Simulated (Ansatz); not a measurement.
Working through a small convex hull of the Hf-Ru system

With the Python package of Ansatz (0.2.0).

Input file `hfru_hfru_pm_3m.vasp`:
```text
HfRu
1.0
   3.23300000    0.00000000    0.00000000
   0.00000000    3.23300000    0.00000000
   0.00000000    0.00000000    3.23300000
Hf Ru
1 1
Direct
   0.00000000    0.00000000    0.00000000
   0.50000000    0.50000000    0.50000000
```

The script reads `hfru_hfru3_pm_3m.extxyz`:
```text
4
Lattice="3.955773 0.0 0.0 0.0 3.955773 0.0 0.0 0.0 3.955773" Properties=species:S:1:pos:R:3 pbc="T T T"
Hf    0.00000000    0.00000000    0.00000000
Ru    1.97788650    1.97788650    0.00000000
Ru    1.97788650    0.00000000    1.97788650
Ru    0.00000000    1.97788650    1.97788650
```

Contents of `hfru_hf.cif`:
```cif
data_Hf
_cell_length_a 3.196700
_cell_length_b 3.196700
_cell_length_c 5.057800
_cell_angle_alpha 90.00000
_cell_angle_beta 90.00000
_cell_angle_gamma 120.00000
_symmetry_space_group_name_H-M 'P 1'
_symmetry_Int_Tables_number 1
loop_
_symmetry_equiv_pos_as_xyz
'x, y, z'
loop_
_atom_site_label
_atom_site_type_symbol
_atom_site_fract_x
_atom_site_fract_y
_atom_site_fract_z
Hf1 Hf    0.333333    0.666667    0.250000
Hf2 Hf    0.666667    0.333333    0.750000
```

Contents of `hfru_ru.vasp`:
```text
Ru
1.0
   2.70580000    0.00000000    0.00000000
  -1.35290000    2.34329154    0.00000000
   0.00000000    0.00000000    4.28190000
Ru
2
Direct
   0.33333333    0.66666667    0.25000000
   0.66666667    0.33333333    0.75000000
```

Interactive session:
```pycon
>>> from collections import Counter
>>> import warnings
>>> import ansatz as az
>>> from ase.io import read
>>> import numpy as np
>>> from scipy.spatial import ConvexHull
>>> def run_phase(name, crystal):
...     calc = (
...         crystal.calculation()
...         .functional("pbesol")
...         .basis(530)
...         .scf(extra_bands=6, algorithm="direct_min")
...         .kpoints(spacing=0.3)
...         .occupations("fermi_dirac", width=0.05)
...     )
...     calc = calc.relax(force_tolerance=0.01, cell=True)
...     return calc.run(threads=1)
...
>>> def counts(outcome):
...     return Counter(site.symbol for site in outcome.lattice.sites)
...
>>> def formation_energy(outcome, mu):
...     n = counts(outcome)
...     return (outcome.report["energy_sigma0_ev"] - sum(k * mu[element] for element, k in n.items())) / sum(n.values())
...
>>> warnings.simplefilter("ignore")
>>> phases = {}
>>> atoms = read("hfru_hfru_pm_3m.vasp", format="vasp")
>>> hfru_pm_3m = az.Crystal.from_ase(atoms)
>>> phases["HfRu Pm-3m"] = hfru_pm_3m
>>> hfru3_pm_3m = az.Crystal.from_extxyz("hfru_hfru3_pm_3m.extxyz")
>>> phases["HfRu3 Pm-3m"] = hfru3_pm_3m
>>> atoms = read("hfru_hf.cif")
>>> hf = az.Crystal.from_ase(atoms)
>>> phases["Hf"] = hf
>>> atoms = read("hfru_ru.vasp", format="vasp")
>>> ru = az.Crystal.from_ase(atoms)
>>> phases["Ru"] = ru
>>> done = {name: run_phase(name, crystal) for name, crystal in phases.items()}
>>> references = {"Hf": "Hf", "Ru": "Ru"}
>>> mu = {element: done[name].report["energy_sigma0_ev"] / len(done[name].lattice.sites) for element, name in references.items()}
>>> points = sorted((counts(o)["Ru"] / len(o.lattice.sites), formation_energy(o, mu), name) for name, o in done.items())
>>> xy = np.array([(x, e) for x, e, _ in points] + [(0.5, 10.0)])
>>> hull = sorted(tuple(xy[i]) for i in ConvexHull(xy).vertices if xy[i, 1] < 5)
>>> rows = [(name, x, e, e - np.interp(x, *zip(*hull))) for x, e, name in points]
>>> print("     phase       x(Ru)  E_form (eV/atom)  above hull (eV/atom)")
     phase       x(Ru)  E_form (eV/atom)  above hull (eV/atom)
>>> for row in rows:
...     print(f"{str(row[0]):>10}  {row[1]:10.3f}  {row[2]:16.4f}  {row[3]:20.4f}")
...
        Hf       0.000            0.0000                0.0000
HfRu Pm-3m       0.500           -0.7565                0.0000
HfRu3 Pm-3m       0.750           -0.1503                0.2279
        Ru       1.000            0.0000                0.0000
>>> print("on the hull of these phases:", ", ".join(row[0] for row in rows if row[3] < 1e-6))
on the hull of these phases: Hf, HfRu Pm-3m, Ru
```

Reading the output:
- The settings weren't tested for convergence.
- For the metals among these phases the mesh is modest: differences between phases can be off by up to 40 meV an atom.
- Spin-orbit coupling, which matters for elements this heavy, is left out.
- The cells come from databases of deposited and of computed structures, and not all need be stable phases.
- Differences under about 40 meV an atom lie within the error of mesh and functional, so such verdicts may flip; only the cells listed enter the hull.
- The whole script took 3.4 min on 1 thread of Arm Neoverse V1 (shared host), peak memory 0.64 GiB.
